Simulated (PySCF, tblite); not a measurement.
# C₇H₄F radical: geometry, infrared bands and EPR parameters

What infrared bands and EPR parameters should C₇H₄F radical (`[C]#CC1=C(F)CC=C1`) show?

Computed with tblite 0.8.0 and PySCF 2.14.0, with density-fitted response routines of our own, on a single molecule in the gas phase. Atoms count from 0, in the outputs and in this text.

## (1) Starting geometry

12 atoms, charge 0, multiplicity 2; geometry from: force field or distance geometry start.

Bonds of the start (Å): C0–C1 1.56, C1–C2 1.39, C2–C3 1.36, C3–F4 1.34, C3–C5 1.50, C5–C6 1.50, C6–C7 1.35, C7–C2 1.44, C5–H8 1.09, C5–H9 1.09, C6–H10 1.09, C7–H11 1.09.

## (2) Relaxing the molecule with GFN2-xTB

Job settings and geometry (Å):

```
{"job": {"kind": "relax", "xc": "GFN2-xTB", "basis": "xTB"}, "charge": 0, "multiplicity": 2}
C      3.257500    -0.529200     2.010500
C      1.946700    -0.306400     1.196700
C      0.767400    -0.145200     0.475500
C      0.298000     1.013100    -0.048000
F      0.911500     2.193100     0.075700
C     -1.003100     0.781800    -0.753900
C     -1.194800    -0.694500    -0.557300
C     -0.164300    -1.197700     0.157400
H     -1.803900     1.351100    -0.290300
H     -0.922600     1.031200    -1.808500
H     -2.042600    -1.259600    -0.930700
H     -0.048700    -2.238300     0.446800
```

Launch:

```
OMP_NUM_THREADS=1 python probes_run.py task.json out
```

The driver reads the jobs from task.json and runs them one after another.

**Question.** This job is followed by: GFN2-xTB harmonic vibrations, gas phase; UKS B3LYP, pcH-1 on C F H, non-relativistic, mean-field spin-orbit, GIAO. Predict these results of the whole session: strongest single infrared mode (GFN2-xTB); zero-point energy (GFN2-xTB); g(iso) (B3LYP); ⟨S²⟩; largest a(iso) (averaged by class); surface potential, 1st and 99th percentile.

**Answer**, as computed:

| quantity | value |
| --- | --- |
| strongest single infrared mode (GFN2-xTB) | 2041 cm⁻¹, 662 km/mol |
| zero-point energy (GFN2-xTB) | 50.1 kcal/mol |
| g(iso) (B3LYP) | 2.00412 |
| ⟨S²⟩ | 0.785 (exact 0.75) |
| largest a(iso) (averaged by class) | 13C on C0, 181.6 MHz |
| surface potential, 1st and 99th percentile | -2.02 V and 1.61 V |

Over 54 steps the energy fell by 2.334 eV; of the close pairs, C0–C1 changed most, 1.559 to 1.213 Å. No mode is imaginary among the 30: a minimum at this level. The strongest single mode, at 2041 cm⁻¹, moves mainly C1 and C0. Unscaled tight-binding wavenumbers are off by several per cent, some by more. Its intensities can rank the bands wrongly. The largest spin populations lie on C0 (0.45 e), C3 (0.34 e). The isotropic g lies 1.8 ppt above the free-electron value.
